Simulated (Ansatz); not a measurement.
Predict the output of the script below (Ansatz 0.2.0, Python API).

Contents of `h3sbse2si.xyz`:
```text
7

Se   -2.38060   -0.18780   -0.44460
Sb   -0.17320   -0.46110   -1.67350
Si    1.06540    0.13330    0.37120
Se    0.74350   -2.09090    0.16900
H    -2.03680    1.28180   -0.07670
H     0.30110    0.79510    1.43640
H     2.54200    0.46170    0.17250
```

Script `run_methods.py`:
```python
"""One geometry of H3SbSe2Si, method by method."""

from pathlib import Path

import ansatz as az
import numpy as np

params = {
    "basis_set": "def2-SVP",
}


def main() -> None:
    h3sbse2si = az.Crystal.molecule_from_extxyz("h3sbse2si.xyz")

    job = h3sbse2si.calculation().basis(gaussian=params["basis_set"])

    print("functional    E (Ha)        dipole (D)   HOMO (eV)  LUMO (eV)")
    for name in ["pbe", "lda", "r2scan0", "lc_wpbe", "r2scan"]:
        rep = job.functional(name).forces().orbitals().run(threads=1, runs_dir="runs").report
        lines = Path(rep["orbitals_path"]).read_text().splitlines()
        field_of = lambda key: [line.split("=")[1].strip() for line in lines if line.startswith(key)]
        orbitals = [(27.211386 * float(e), s, float(n)) for e, s, n in zip(field_of("Ene="), field_of("Spin="), field_of("Occup="))]
        homo = max(e for e, _, n in orbitals if n > 0.5)
        lumo = min(e for e, _, n in orbitals if n < 0.5)
        dipole = 4.803205 * np.linalg.norm(rep["charge_distribution"]["dipole_moment_e_ang"])
        print(f"{name:10s} {rep['free_energy_ev'] / 27.211386246:14.6f} {dipole:9.3f} {homo:11.3f} {lumo:10.3f}")


if __name__ == "__main__":
    main()
```

```console
$ python run_methods.py
functional    E (Ha)        dipole (D)   HOMO (eV)  LUMO (eV)
pbe          -5333.166365     2.147      -5.340     -2.467
lda          -5325.659243     2.208      -5.458     -2.656
r2scan0      -5334.046005     2.568      -6.665     -1.808
lc_wpbe      -5333.301834     2.729      -9.017      0.136
r2scan       -5334.100808     2.401      -5.656     -2.451
```

Notes:
- The settings weren't tested for convergence.
- The geometry is a force-field or estimated start, not a minimum of this method, and the basis set is short of its limit. A lower total doesn't mark the better method: functionals have no common bound, and MP2 and coupled cluster aren't variational.
- def2 sets replace the cores of elements past krypton by effective core potentials.
- Levels such as HOMO and LUMO are orbital energies: with these approximate functionals they aren't the ionisation energy and electron affinity, and their gap isn't the fundamental gap.
- Finished in 16 s on 1 thread of AMD EPYC 9R45 (Zen 5), with other jobs on the host, peak memory 0.46 GiB.
